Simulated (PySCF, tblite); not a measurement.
# C₅H₄F₃ radical: geometry, infrared bands and EPR parameters

Wanted: the infrared bands and EPR parameters of C₅H₄F₃ radical (`FC(F)(F)[C@H]1[C]=CC1`), by calculation.

The runs use tblite 0.8.0 and PySCF 2.14.0, with density-fitted response routines of our own; the level of theory stands in each step. All values are computed, except where a source is named. Atoms count from 0, in the outputs and in this text.

## (1) The molecule as given

12 atoms, charge 0, multiplicity 2; geometry from: force field or distance geometry start.

Bonds of the start (Å): F0–C1 1.34, C1–F2 1.35, C1–F3 1.35, C1–C4 1.49, C4–C5 1.36, C5–C6 1.25, C6–C7 1.77, C7–C4 1.84, C4–H8 1.10, C6–H9 1.09, C7–H10 1.10, C7–H11 1.11.

## (2) Relaxing the molecule with GFN2-xTB

What the job is given:

```
{"job": {"kind": "relax", "xc": "GFN2-xTB", "basis": "xTB"}, "charge": 0, "multiplicity": 2}
F     -2.382200    -0.520400    -0.414200
C     -1.551400     0.067800     0.463800
F     -2.224000     1.037200     1.113000
F     -1.209400    -0.868700     1.378800
C     -0.362900     0.622700    -0.239700
C      0.807000     0.811600     0.421600
C      1.939800     0.295400     0.472800
C      0.941800    -0.592100    -0.691300
H     -0.580300     1.313200    -1.062200
H      2.659300     0.003000     1.233800
H      1.265100    -0.534400    -1.740800
H      0.698400    -1.635800    -0.417600
```

Started as:

```
$ OMP_NUM_THREADS=1 python probes_run.py task.json out
```

The driver reads the jobs from task.json and runs them one after another.

The log of the run:

```text
step      E/eV     max force
  0    -725.60773    8.952
  1    -727.00435    5.503
  2    -727.86619    4.613
  3    -728.29767    3.422
  4    -728.75485    2.176
  5    -728.86381    1.360
  6    -729.00439    0.802
  7    -729.05404    0.694
  8    -729.09809    0.417
  9    -729.11146    0.259
 10    -729.11959    0.224
 11    -729.12415    0.186
 12    -729.12704    0.143
 13    -729.12904    0.137
 14    -729.13068    0.104
 15    -729.13214    0.109
 16    -729.13346    0.094
 17    -729.13455    0.105
 18    -729.13548    0.096
 19    -729.13642    0.092
 20    -729.13752    0.090
 21    -729.13879    0.098
 22    -729.14004    0.106
 23    -729.14109    0.100
 24    -729.14196    0.097
 25    -729.14277    0.095
 26    -729.14353    0.082
 27    -729.14423    0.069
 28    -729.14481    0.066
 29    -729.14520    0.055
 30    -729.14545    0.040
 31    -729.14565    0.037
 32    -729.14585    0.041
 33    -729.14608    0.045
 34    -729.14630    0.049
 35    -729.14650    0.038
 36    -729.14673    0.042
 37    -729.14702    0.048
 38    -729.14735    0.054
 39    -729.14765    0.055
 40    -729.14784    0.038
 41    -729.14794    0.023
 42    -729.14801    0.022
 43    -729.14806    0.025
 44    -729.14811    0.023
 45    -729.14816    0.019
 46    -729.14819    0.016
 47    -729.14821    0.013
 48    -729.14822    0.011
 49    -729.14825    0.012
 50    -729.14829    0.018
 51    -729.14834    0.023
 52    -729.14841    0.027
 53    -729.14848    0.029
 54    -729.14855    0.031
 55    -729.14865    0.035
 56    -729.14879    0.038
 57    -729.14895    0.037
 58    -729.14907    0.026
 59    -729.14913    0.016
 60    -729.14916    0.011
 61    -729.14917    0.008
```

The steps of the relaxation: (not every step is listed)

```
step  energy from step 0 (eV)  largest force (eV/Å)
   0                   0.0000                8.9520
   1                  -1.3966                5.5027
   2                  -2.2585                4.6126
   3                  -2.6899                3.4221
   4                  -3.1471                2.1761
   5                  -3.2561                1.3597
   6                  -3.3967                0.8018
   7                  -3.4463                0.6940
   8                  -3.4904                0.4166
  12                  -3.5193                0.1433
  16                  -3.5257                0.0938
  20                  -3.5298                0.0897
  24                  -3.5342                0.0974
  28                  -3.5371                0.0664
  32                  -3.5381                0.0410
  36                  -3.5390                0.0420
  40                  -3.5401                0.0378
  44                  -3.5404                0.0230
  48                  -3.5405                0.0114
  52                  -3.5407                0.0273
  56                  -3.5411                0.0383
  57                  -3.5412                0.0369
  58                  -3.5413                0.0257
  59                  -3.5414                0.0155
  60                  -3.5414                0.0107
  61                  -3.5414                0.0081
```

Distances of close pairs at the start and the end, largest changes first:

```
  bond  before (Å)  after (Å)  change (Å)
 C4–C7       1.839      1.554      -0.285
 C6–C7       1.772      1.522      -0.250
 C4–C5       1.357      1.508      +0.151
 C5–C6       1.246      1.319      +0.073
 C1–C4       1.488      1.512      +0.023
 C6–H9       1.087      1.069      -0.019
C7–H11       1.106      1.089      -0.017
 C1–F3       1.353      1.339      -0.014
```

The end geometry stands in the next job.

## (3) Infrared spectrum with GFN2-xTB

What the job is given:

```
{"job": {"kind": "ir", "xc": "GFN2-xTB", "basis": "xTB"}, "charge": 0, "multiplicity": 2}
F     -2.231347    -0.651592    -0.476719
C     -1.483808     0.026410     0.416050
F     -2.264946     0.998704     0.901950
F     -1.245022    -0.822367     1.423685
C     -0.220852     0.564491    -0.217278
C      0.838969     1.046133     0.741088
C      1.758223     0.144381     0.455853
C      0.845209    -0.508984    -0.571385
H     -0.496616     1.254025    -1.014964
H      2.752989    -0.081503     0.774836
H      1.203979    -0.445939    -1.596825
H      0.544420    -1.524445    -0.318188
```

The log of the run:

```text
mode    cm-1     km/mol
  1      53.9      1.72
  2     128.2      0.65
  3     182.8      3.32
  4     298.8      1.73
  5     373.3      9.34
  6     392.6      4.22
  7     472.9     15.28
  8     520.9      3.79
  9     599.1     22.53
 10     733.6     10.11
 11     806.5     23.44
 12     831.7      5.99
 13     906.8     24.78
 14     937.8     17.27
 15     971.0      4.69
 16    1026.2    175.61
 17    1039.8    125.08
 18    1075.6    101.68
 19    1080.3    164.23
 20    1105.3      5.73
 21    1141.1     20.00
 22    1185.8     28.35
 23    1189.6    141.89
 24    1279.2     61.24
 25    1420.3      0.60
 26    1655.2      2.38
 27    2989.8      3.22
 28    2992.5      8.70
 29    3001.2     17.91
 30    3193.2     10.02
```

Which atoms move in the most intense modes:

| cm⁻¹ | km/mol | atoms |
| --- | --- | --- |
| 907 | 24.8 | H10 20 %, H8 15 %, C7 15 %, H11 13 % |
| 1026 | 175.6 | C1 40 %, H8 18 %, H11 10 %, H10 10 % |
| 1040 | 125.1 | C1 35 %, H10 15 %, H11 11 %, F0 10 % |
| 1076 | 101.7 | H8 28 %, C1 25 %, H9 16 %, C4 12 % |
| 1080 | 164.2 | C1 47 %, F2 15 %, H10 12 % |
| 1186 | 28.4 | H8 19 %, H10 19 %, C7 16 %, C4 15 % |
| 1190 | 141.9 | C1 53 %, H8 23 % |
| 1279 | 61.2 | C4 47 %, H8 26 %, C1 15 % |

## (4) Optimising the geometry at PBE0-D3(BJ)/def2-SVP

Same as in step 3 but for these lines:

```diff
@@ -1,2 +1,2 @@
-{"job": {"kind": "ir", "xc": "GFN2-xTB", "basis": "xTB"}, "charge": 0, "multiplicity": 2}
+{"job": {"xc": "PBE0", "basis": "def2-SVP", "d3": "d3bj", "grid": 1, "kind": "geom"}, "charge": 0, "multiplicity": 2}
 F     -2.231347    -0.651592    -0.476719
```

The log of the run:

```text
step   0  E = -491.47144454  max force = 0.015206
step   1  E = -491.47234690  max force = 0.008583
step   2  E = -491.47280317  max force = 0.003175
step   3  E = -491.47295989  max force = 0.001901
step   4  E = -491.47299649  max force = 0.000930
step   5  E = -491.47302404  max force = 0.000625
step   6  E = -491.47304095  max force = 0.000831
step   7  E = -491.47304919  max force = 0.000403
optimisation converged
```

Wall time 2.2 min (1 thread, shared host).

The steps of the relaxation:

```
step  energy from step 0 (eV)  largest force component (eV/Å)
   0                   0.0000                          0.7819
   1                  -0.0246                          0.4414
   2                  -0.0370                          0.1633
   3                  -0.0412                          0.0978
   4                  -0.0422                          0.0478
   5                  -0.0430                          0.0321
   6                  -0.0434                          0.0427
   7                  -0.0437                          0.0207
```

Distances of close pairs at the start and the end, largest changes first:

```
  bond  before (Å)  after (Å)  change (Å)
 C6–H9       1.069      1.090      +0.021
C7–H10       1.088      1.102      +0.014
C7–H11       1.089      1.102      +0.013
 C5–C6       1.319      1.331      +0.012
 C4–H8       1.090      1.101      +0.011
 F0–C1       1.347      1.338      -0.010
 C4–C7       1.554      1.559      +0.005
 C1–F3       1.339      1.334      -0.005
```

The end geometry stands in the next job.

```csv
at the end point,value
point group (found at 0.08 Å tolerance),C1
"rotational constants (GHz, main isotopes)","4.050, 1.638, 1.517"
dipole moment (D),2.52
⟨S²⟩,0.763
```

## (5) EPR parameters: B3LYP/IGLO-III+pcH-1

What the job is given:

```
{"job": {"kind": "epr"}, "charge": 0, "multiplicity": 2}
F     -2.134897    -0.518106    -0.871592
C     -1.546459     0.018084     0.203617
F     -2.350982     0.974529     0.669354
F     -1.468302    -0.935672     1.132981
C     -0.190832     0.573038    -0.155708
C      0.735907     0.941164     0.970654
C      1.710195     0.075759     0.701894
C      0.920633    -0.471961    -0.477625
H     -0.332920     1.346395    -0.925891
H      2.686518    -0.171133     1.118794
H      1.384677    -0.320554    -1.465460
H      0.589441    -1.517102    -0.370575
```

Method: UKS B3LYP, IGLO-III on C F, pcH-1 on H, non-relativistic, mean-field spin-orbit, GIAO.

The log of the run:

```text
UKS, coarse grid
  cycle   1  E = -492.39665006  |g| = 6.78e-01
  cycle   2  E = -492.19714745  |g| = 1.09e+00
  cycle   3  E = -492.54447263  |g| = 6.22e-02
  cycle   4  E = -492.54475719  |g| = 6.04e-02
  cycle   5  E = -492.54654706  |g| = 1.56e-02
  cycle   6  E = -492.54666811  |g| = 5.58e-03
  cycle   7  E = -492.54669808  |g| = 2.07e-03
  cycle   8  E = -492.54670915  |g| = 1.25e-03
  cycle   9  E = -492.54671179  |g| = 7.08e-04
UKS, final grid
  cycle   1  E = -492.54668442  |g| = 8.40e-04
  cycle   2  E = -492.54668447  |g| = 1.26e-03
  cycle   3  E = -492.54668503  |g| = 1.90e-04
  cycle   4  E = -492.54668515  |g| = 1.74e-04
  cycle   5  E = -492.54668521  |g| = 6.20e-05
  cycle   6  E = -492.54668522  |g| = 1.69e-05
E = -492.54668522 Eh   <S^2> = 0.7581 (exact 0.7500)
g shifts (ppm)      1          2          3
  rmc          -168       -168       -168
  gc             22          9          1
  oz_so       -1008        -11        837
  total       -1154       -169        671
hyperfine (MHz)  atom isotope    a_iso     a_fc   dipolar eigenvalues
    0   19F       7.21       7.21     -4.59     -3.88      8.47
    1   13C      -1.98      -1.98     -1.24     -0.68      1.92
    2   19F      -0.37      -0.37     -4.21     -1.41      5.62
    3   19F      -1.63      -1.63     -2.37     -1.26      3.63
    4   13C      27.99      27.99    -13.97    -11.62     25.59
    5   13C     389.31     389.31    -72.86    -53.11    125.97
    6   13C       7.96       7.96    -25.88     -2.09     27.97
    7   13C      82.69      82.69     -8.70     -6.64     15.34
    8    1H      -0.99      -0.99     -8.18     -4.24     12.42
    9    1H      16.41      16.41     -7.18     -3.40     10.58
   10    1H      21.90      21.90     -5.23     -0.66      5.89
   11    1H      18.55      18.55     -5.26     -0.66      5.91
```

It took 2.3 min on 1 thread, shared host.

Principal g values 2.00117, 2.00215, 2.00299; g(iso) = 2.00210, against 2.00232 for a free electron.

Hyperfine couplings; where a row names several nuclei, a(iso) is their mean (it holds for fast rotation or exchange) and the dipolar term the largest among them:

```csv
nuclei,isotope,a(iso) (MHz),"a(iso) (G, at g = 2.0023)",largest dipolar term (MHz)
C5,13C,389.3,138.9,126.0
C7,13C,82.7,29.5,15.3
C4,13C,28.0,10.0,25.6
H10,1H,21.9,7.8,5.9
H11,1H,18.6,6.6,5.9
H9,1H,16.4,5.9,10.6
C6,13C,8.0,2.8,28.0
C1,13C,-2.0,-0.7,1.9
"F0, F2, F3",19F,1.7,0.6,8.5
H8,1H,-1.0,-0.4,12.4
```

Mulliken spin populations:

```
atom  value (e)
  F0       0.00
  C1       0.00
  F2       0.00
  F3       0.00
  C4       0.06
  C5       0.89
  C6      -0.05
  C7       0.07
  H8       0.00
  H9       0.01
 H10       0.01
 H11       0.01
```

In first order the couplings over 0.8 MHz of 1H, 19F give 64 distinct lines over 22.5 G, if the averaged nuclei exchange fast.

The fields below are evaluated on a grid from the run's orbitals.

ELF in a plane through or near 5 of the atoms.

Values, 10 rows by 14 columns:
```
0.00 0.00 0.00 0.00 0.00 0.00 0.00 0.00 0.00 0.00 0.00 0.00 0.00 0.00
0.00 0.00 0.00 0.00 0.00 0.07 0.33 0.15 0.00 0.00 0.00 0.00 0.00 0.00
0.00 0.00 0.01 0.05 0.02 0.31 0.81 0.60 0.01 0.12 0.22 0.06 0.00 0.00
0.00 0.00 0.65 0.94 0.42 0.69 0.78 0.48 0.01 0.51 0.79 0.43 0.01 0.00
0.00 0.00 0.92 1.00 0.49 0.30 0.44 0.38 0.52 0.61 0.76 0.56 0.03 0.00
0.00 0.00 0.11 0.35 0.61 0.90 0.47 0.54 0.78 0.35 0.19 0.02 0.00 0.00
0.00 0.00 0.00 0.01 0.22 0.55 0.46 0.24 0.08 0.55 0.87 0.46 0.01 0.00
0.00 0.00 0.00 0.01 0.26 0.45 0.25 0.03 0.07 0.64 0.48 0.11 0.00 0.00
0.00 0.00 0.00 0.00 0.03 0.07 0.03 0.00 0.00 0.05 0.02 0.00 0.00 0.00
0.00 0.00 0.00 0.00 0.00 0.00 0.00 0.00 0.00 0.00 0.00 0.00 0.00 0.00
```
The map spans 10.7 Å across and 8.1 Å up, centred on the molecule. Atoms in the plane (x, y in Å): F0 (2.1, -1.1), C1 (1.5, 0.1), C6 (-1.7, 0.6), C7 (-0.9, -0.7), H9 (-2.7, 0.9).

On the surface of density 0.002 e/bohr³ the electrostatic potential runs, from the 1st to the 99th percentile, from -0.57 V near F2 to 1.25 V near H9.

The spin density lies nearest to C5 74 %; C4, C6 about 8 % each.

## (6) Results

```
                                 quantity                  value
strongest single infrared mode (GFN2-xTB)  1026 cm⁻¹, 176 km/mol
             zero-point energy (GFN2-xTB)          48.0 kcal/mol
                              point group                     C1
     rotational constants (main isotopes)   4.05, 1.64, 1.52 GHz
                           g(iso) (B3LYP)                2.00210
                                     ⟨S²⟩     0.758 (exact 0.75)
       largest a(iso) (averaged by class)   13C on C5, 389.3 MHz
    surface potential, 1st and 99th percentile     -0.57 V and 1.25 V
```

Over 61 steps the energy fell by 3.541 eV; of the close pairs, C4–C7 changed most, 1.839 to 1.554 Å (GFN2-xTB). All 30 modes are real, so the xTB geometry is a minimum. The strongest single mode, at 1026 cm⁻¹, is carried by C1, H8, H11, H10. GFN2-xTB is a fitted tight-binding method: band positions and strengths are rough. Its intensities can rank the bands wrongly. Over 7 steps the energy fell by 0.044 eV; of the close pairs, C6–H9 changed most, 1.069 to 1.090 Å (PBE0/def2-SVP). No frequency check was run at this level, so the end point may be a saddle. C5 carries the largest spin population, 0.89 e. The isotropic g lies 0.2 ppt below the free-electron value.
